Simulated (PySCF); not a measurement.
# C27H23BO: the cost of one run

Computed with PySCF 2.14.0 and routines of our own; the level stands in each step. Atoms count from 0.

## 1. The starting structure

52 atoms, charge 0, multiplicity 1; geometry from: GFN2-xTB.

## 2. NMR shifts: GIAO BP86/pcSseg-1

Job settings and geometry (Å):

```
{"job": {"kind": "nmr", "basis": "pcSseg-1", "pop": false, "xc": "BP86"}, "charge": 0, "multiplicity": 1}
C     -4.286083    -3.480936    -1.440799
B     -4.223642    -2.431315    -0.263341
C     -5.259047    -2.500290     0.926374
C     -3.131640    -1.311411    -0.283953
C     -3.179519    -0.215959     0.587688
C     -2.229342     0.783646     0.559551
C     -1.163478     0.723184    -0.335893
C     -0.158385     1.800993    -0.346051
C      1.157470     1.574210    -0.084440
C      1.700088     0.300631     0.216348
C      2.972383     0.029329     0.651723
C      3.921861     1.129461     0.928270
O      3.577190     2.301584     1.048184
C      5.324274     0.760971     1.069523
C      5.732263    -0.516228     1.090614
C      4.807293    -1.607888     0.980472
C      5.272016    -2.922931     1.066886
C      4.402935    -3.987532     0.985459
C      3.045184    -3.741734     0.824254
C      2.571324    -2.449682     0.733797
C      3.432112    -1.346868     0.793346
C     -0.665761     3.143948    -0.620080
C     -1.821532     3.303164    -1.391945
C     -2.308061     4.561812    -1.684898
C     -1.659309     5.688859    -1.206442
C     -0.523376     5.545007    -0.425720
C     -0.028442     4.288839    -0.133888
C     -1.095069    -0.356436    -1.214352
C     -2.061950    -1.340971    -1.187625
H     -4.364360    -2.987170    -2.408656
H     -3.371338    -4.072187    -1.478538
H     -5.115146    -4.179211    -1.360073
H     -4.764214    -2.502094     1.896713
H     -5.909059    -3.371058     0.888333
H     -5.902858    -1.620325     0.919829
H     -3.990867    -0.139064     1.296061
H     -2.296031     1.620457     1.241034
H      1.839589     2.410422    -0.079695
H      1.033491    -0.533237     0.045476
H      6.015114     1.582106     1.193207
H      6.778860    -0.761697     1.215726
H      6.330548    -3.094613     1.205346
H      4.768690    -5.001235     1.055089
H      2.351635    -4.568276     0.769480
H      1.506720    -2.308177     0.630801
H     -2.329102     2.429788    -1.776557
H     -3.199041     4.665521    -2.287247
H     -2.039512     6.673397    -1.436035
H     -0.022345     6.419414    -0.037267
H      0.842608     4.191940     0.495820
H     -0.292428    -0.402545    -1.938030
H     -1.983796    -2.160135    -1.886933
```

With the program's defaults for keys left out, this is: GIAO BP86/pcSseg-1 NMR shielding, non-relativistic, gas phase.

Started as:

```
> OMP_NUM_THREADS=2 python large_run.py task.json out
```

The driver reads the jobs from task.json and runs them one after another.

**Question.** How long does this first job take on 2 threads of Arm Neoverse N1, shared host, and how much memory does it need?

About 88 s, with a peak of 1.2 GiB.
